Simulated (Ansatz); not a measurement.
**CH₈N₂Si₂: how energies converge with the basis set**

An exercise on one series of results from a longer session: the logs are not shown, and one member is left open.

Method: one geometry, several basis sets; program: Ansatz 0.2.0, Gaussian basis.

The runs, in order: PBE0-D4/def2-SVP; ωB97M-V/def2-SVP; PBE0-D4/def2-QZVPP; ωB97M-V/def2-QZVPP; the functionals' def2-TZVPP values are taken from earlier runs.

## Structure used throughout

All runs share one geometry, relaxed beforehand with PBE0-D4 in a triple-zeta def2 set.

SMILES `C=N[SiH2]N[SiH3]`, 13 atoms, charge 0, spin multiplicity 1.

Atoms are counted from 1 here; the program's logs count them from 0.

Bond lengths: C1–N2 1.257 Å, C1–H6 1.103 Å, C1–H7 1.097 Å, N2–Si3 1.745 Å, Si3–N4 1.716 Å, Si3–H8 1.492 Å, Si3–H9 1.483 Å, N4–Si5 1.727 Å, N4–H10 1.011 Å, Si5–H11 1.489 Å, Si5–H12 1.485 Å, Si5–H13 1.488 Å. Angles: N2–C1–H6 124.1°, N2–C1–H7 120.6°, H6–C1–H7 115.3°, C1–N2–Si3 123.3°, N2–Si3–N4 111.7°, N2–Si3–H8 110.4°, N2–Si3–H9 106.0°, N4–Si3–H8 107.9°, N4–Si3–H9 109.3°, H8–Si3–H9 111.6°, Si3–N4–Si5 127.6°, Si3–N4–H10 115.5°, Si5–N4–H10 116.2°, N4–Si5–H11 112.4°, N4–Si5–H12 106.9°, N4–Si5–H13 111.4°, H11–Si5–H12 109.2°, H11–Si5–H13 107.4° and more.

Set-up of the first run:

Input file in.yaml:

```yaml
crystal:
  periodic: [false, false, false]
  atoms:
    - {symbol: C, position_ang: [-1.956074, -1.026193, 1.406753]}
    - {symbol: N, position_ang: [-1.634695, 0.082842, 0.909277]}
    - {symbol: Si, position_ang: [-0.899064, 0.250828, -0.664423]}
    - {symbol: N, position_ang: [0.618052, 1.048198, -0.572605]}
    - {symbol: Si, position_ang: [2.170830, 0.333235, -0.328932]}
    - {symbol: H, position_ang: [-1.806153, -1.996235, 0.903583]}
    - {symbol: H, position_ang: [-2.416150, -1.079481, 2.400912]}
    - {symbol: H, position_ang: [-0.675417, -1.090014, -1.278604]}
    - {symbol: H, position_ang: [-1.836866, 1.070949, -1.469550]}
    - {symbol: H, position_ang: [0.576163, 2.056146, -0.510677]}
    - {symbol: H, position_ang: [2.754189, 0.683962, 0.995107]}
    - {symbol: H, position_ang: [1.985817, -1.137801, -0.405358]}
    - {symbol: H, position_ang: [3.139869, 0.768963, -1.370684]}
basis:
  gaussian: {orbitals: def2-SVP}
hamiltonian: {xc: pbe0, dispersion: d4}
output: {orbitals: {seedname: orbitals}}
```

Steps of the session up to this table: PBE0-D4 in def2-SVP; ωB97M-V in def2-SVP; PBE0-D4 in def2-QZVPP; ωB97M-V in def2-QZVPP.

One of the session's tables, all rows but one given; the rest of the session is left out.

It belongs to the step «Density functionals: the series». 

| functional | basis | HOMO (eV) |
| --- | --- | --- |
| PBE0-D4 | def2-SVP | -6.93 |
| PBE0-D4 | def2-TZVPP | -7.08 |
| PBE0-D4 | def2-QZVPP | ? |
| ωB97M-V | def2-SVP | -9.25 |
| ωB97M-V | def2-TZVPP | -9.42 |
| ωB97M-V | def2-QZVPP | -9.44 |

Q: Estimate the row for PBE0-D4, def2-QZVPP from the others.

The run gave: HOMO (eV): -7.11. In the column «HOMO (eV)» it lies between ωB97M-V, def2-SVP (-9.25) and PBE0-D4, def2-TZVPP (-7.08).
